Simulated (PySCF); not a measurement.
**A diatomic session: SnTe**

An exercise on one series of results from a longer session: the logs are not shown, and one member is left open.

Program: PySCF 2.14.0. Level of theory: Sn def2-SVP with ECP28, Te def2-SVP with ECP28, scalar-relativistic core potentials. These are calculated values, not measurements.

The first run:

The job is set up so:

```yaml
atoms: Sn, Te
charge: 0
basis: Sn def2-SVP with ECP28, Te def2-SVP with ECP28
Hamiltonian: scalar-relativistic core potentials
basis_functions: 52
electrons_treated: 46
masses_in_u: 119.9022, 129.9062
levels: PBE0, PBE, r²SCAN, revPBE, M06-2X, MN15, CAM-B3LYP, HF, MP2, SCS-MP2, CCSD, CCSD(T)
grid: 80 radial by 434 angular points
occupations: held fixed by the projection of orbital angular momentum
dissociation_limit: Sn + Te, each in its ground configuration
starting_distance_in_angstrom: 2.670
values_of_2S_to_try: 0, 2, 4
```

Launch:

```bash
OMP_NUM_THREADS=1 python dia.py task.json out
```

Among the steps run: Input; First curve: PBE0; Excited determinants; PBE; r²SCAN; revPBE; M06-2X (hybrid meta-GGA); MN15 (hybrid meta-GGA); CAM-B3LYP; RHF (mean field); MP2 and coupled cluster.

One table of the session follows, with a row left open; its other results are not shown here.

Energy (eV) from each level's lowest point:

```
R (Å)    RHF  RHF-MP2  RHF-SCS-MP2  RHF-CCSD  RHF-CCSD(T)
2.183  1.576    1.802        1.810       n/a          n/a
2.285  0.662    0.827        0.832     0.812        0.880
2.387      ?        ?            ?         ?            ?
2.463  0.024    0.075        0.076     0.069        0.093
2.539  0.000    0.000        0.000     0.000        0.000
2.615  0.077    0.024        0.023     0.031        0.005
2.717  0.292    0.170        0.168     0.186        0.119
2.844  0.683    0.479        0.475     0.501        0.376
2.996  1.249    0.972        0.964     0.981        0.769
3.199  2.052    1.799        1.770       n/a          n/a
```

Estimate the missing values for R (Å) = 2.387.

Worked estimate for «RHF». A straight line through the neighbours (2.285, 0.662) and (2.463, 0.024) gives 0.662 + (0.024 − 0.662) × (2.387 − 2.285) / (2.463 − 2.285) = 0.296; a parabola fitted to 4 rows on both sides gives 0.160.

**Answer.** RHF: 0.179; RHF-MP2: 0.281; RHF-SCS-MP2: 0.283; RHF-CCSD: 0.270; RHF-CCSD(T): 0.314. In «RHF» the line misses by +0.117 and the parabola by -0.019.

To keep in mind: Lowest PBE0 solution found, without spin–orbit coupling: ¹Σ⁺ (singlet), closed shell. Warnings in the runs' records: inverted.
